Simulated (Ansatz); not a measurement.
**CH4GeO: up Jacob's ladder to CCSD(T)**

How much do the methods differ for CH4GeO? The plan is to run it at one geometry with functionals of several rungs and with coupled cluster. The yardstick is the atomisation energy at the CCSD(T) limit.

Program: Ansatz 0.2.0, Gaussian basis. Level of theory: functionals in def2-TZVPP, the program's frozen cores in correlated methods. These are calculated values, not measurements.

Levels to be run: LDA (SPW92), PBE-D4, revPBE-D4, BLYP-D4, r2SCAN-D4, B97M-V, PBE0-D4, B3LYP-D4, r2SCANh-D4, r2SCAN0-D4, HSE06-D4, BHLYP-D4, CAM-B3LYP-D4, LC-ωPBE, ωB97X-V, ωB97M-V, B2PLYP, PBE-QIDH; CCSD(T)/def2-SVP; CCSD(T)/def2-TZVPP; MP2/def2-QZVPP; extrapolation to the limit; RPA on PBE.

### 1 The relaxed structure

All runs share one geometry, relaxed beforehand with PBE0-D4 in a triple-zeta def2 set.

7 atoms, charge 0, spin multiplicity 1.

Atoms are counted from 1 here; the program's logs count them from 0.

Bond lengths: O1–C2 1.199 Å, C2–Ge3 2.006 Å, C2–H4 1.116 Å, Ge3–H5 1.538 Å, Ge3–H6 1.531 Å, Ge3–H7 1.538 Å. Angles: O1–C2–Ge3 123.0°, O1–C2–H4 119.9°, Ge3–C2–H4 117.1°, C2–Ge3–H5 108.5°, C2–Ge3–H6 109.1°, C2–Ge3–H7 108.4°, H5–Ge3–H6 111.1°, H5–Ge3–H7 108.5°, H6–Ge3–H7 111.1°.

### 2 LDA

This LDA is Slater exchange with PW92 correlation.

File in.yaml:

```yaml
crystal:
  periodic: [false, false, false]
  atoms:
    - {symbol: O, position_ang: [-0.832873, -1.539854, 1.165992]}
    - {symbol: C, position_ang: [-0.418791, -1.113873, 0.124826]}
    - {symbol: Ge, position_ang: [0.298983, 0.747911, -0.084807]}
    - {symbol: H, position_ang: [-0.422155, -1.762987, -0.783070]}
    - {symbol: H, position_ang: [-0.532643, 1.472745, -1.156174]}
    - {symbol: H, position_ang: [0.214790, 1.471668, 1.261997]}
    - {symbol: H, position_ang: [1.753888, 0.656291, -0.574363]}
basis:
  gaussian: {orbitals: def2-TZVPP}
hamiltonian: {xc: lda}
output: {orbitals: {seedname: orbitals}}
```

Started as:

```sh
$ ansatz run in.yaml --threads 2 --pin off --events-out ev --progress --plain --max-ram 4352MiB
```

Further steps of the session: PBE-D4 (GGA); revPBE-D4 (GGA); BLYP-D4 (GGA); r2SCAN-D4 (meta-GGA); B97M-V (meta-GGA); PBE0-D4 (hybrid); B3LYP-D4 (hybrid); r2SCANh-D4 (hybrid); r2SCAN0-D4 (hybrid); HSE06-D4 (hybrid); BHLYP-D4 (hybrid); CAM-B3LYP-D4 (range-separated); LC-ωPBE (range-separated); ωB97X-V (range-separated); ωB97M-V (range-separated); B2PLYP (double hybrid); PBE-QIDH (double hybrid); CCSD(T) in def2-SVP; CCSD(T) in def2-TZVPP; MP2 in def2-QZVPP; RPA on PBE orbitals.

Before running them: what should the planned runs give, taken together? Wanted: atomisation energy, CCSD(T)/CBS; farthest beyond LDA; mean size of error, GGA; mean size of error, meta-GGA; mean size of error, hybrid; mean size of error, range-separated; mean size of error, double hybrid; gap, smallest and largest; T1 diagnostic.

**Answer**, as computed:

```
                               quantity                                                                                                                    value
        atomisation energy, CCSD(T)/CBS                                                                                                           552.2 kcal/mol
functionals within 5.5 kcal/mol (1.0 %)  revPBE-D4, BLYP-D4, r2SCAN-D4, B97M-V, PBE0-D4, B3LYP-D4, r2SCANh-D4, HSE06-D4, CAM-B3LYP-D4, LC-ωPBE, ωB97X-V, ωB97M-V
                    farthest beyond LDA                                                                                                BHLYP-D4 (-23.6 kcal/mol)
                mean size of error, GGA                                                                                                             4.8 kcal/mol
           mean size of error, meta-GGA                                                                                                             1.7 kcal/mol
             mean size of error, hybrid                                                                                                             9.0 kcal/mol
    mean size of error, range-separated                                                                                                             2.5 kcal/mol
      mean size of error, double hybrid                                                                                                             8.0 kcal/mol
              gap, smallest and largest                                                                                2.89 eV (LDA (SPW92)), 10.74 eV (LC-ωPBE)
                          T1 diagnostic                                                                                                                   0.0144
triples share of the correlation energy                                                                                                                    3.8 %
```

**Reading.** The LDA atomisation energy is off by 85.1 kcal/mol (15 %): it overbinds. PBE-D4 is off by +9.5 kcal/mol. Double hybrids carry the basis error of their MP2 part in triple zeta, and no dispersion term here, so their miss is partly the set-up's. The rungs meta-GGA, range-separated, GGA miss on average by less than the doubt on the reference (5.5 kcal/mol), so they tie. Misses under about 5.5 kcal/mol are within the doubt on the reference itself, which lacks core-valence correlation, relativity and higher excitations, and its outer-core shells are covered unevenly. Hartree-Fock recovers 69 % of the binding; the rest is correlation. CCSD(T) in def2-SVP is off by -31.1 kcal/mol, so the small basis spoils what the method gains. Orbital gaps span 2.9 to 10.7 eV; exact exchange widens them. Correlated methods include outer-core shells of Ge, which these sets cover unevenly.
